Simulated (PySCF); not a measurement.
# C2H6Cl2SSi: the cost of one run

Computed with PySCF 2.14.0, with density-fitted response routines of our own, on a single molecule in the gas phase. Atoms count from 0, in the outputs and in this text.

## Step 1: Starting geometry

12 atoms, charge 0, multiplicity 1; geometry from: GFN2-xTB. The atoms were then displaced at random by about 0.01 Å, so the start is not that level's minimum.

Bonds of the start (Å): C0–S1 1.85, S1–Si2 2.13, Si2–C3 1.86, C3–Cl4 1.79, C3–Cl5 1.80, C0–H6 1.07, C0–H7 1.08, C0–H8 1.12, Si2–H9 1.47, Si2–H10 1.46, C3–H11 1.08.

## Step 2: Optimising the geometry at PBE0-D3(BJ)/def2-SVP

The job: settings as JSON, then the geometry in Å.

```
{"job": {"xc": "PBE0", "basis": "def2-SVP", "d3": "d3bj", "grid": 1, "shake": 0.01, "kind": "geom"}, "charge": 0, "multiplicity": 1}
C      2.476360    -0.219340     0.077820
S      0.864570    -0.476590    -0.782820
Si    -0.478720     0.256820     0.704790
C     -2.179290     0.028630    -0.018370
Cl    -2.680090    -1.687760     0.122430
Cl    -3.357110     1.039490     0.891610
H      2.528300    -0.842200     0.942270
H      3.254950    -0.436570    -0.638680
H      2.532530     0.852260     0.386800
H     -0.372510    -0.518450     1.953890
H     -0.234050     1.681580     0.938220
H     -2.315260     0.293850    -1.057550
```

Started as:

```console
$ OMP_NUM_THREADS=1 python probes_run.py task.json out
```

This one command runs all jobs of the session in turn.

Q: Estimate the wall time and peak memory of this first job on 1 thread of Arm Neoverse N1, shared host.

About 2.6 min, with a peak of 0.55 GiB.
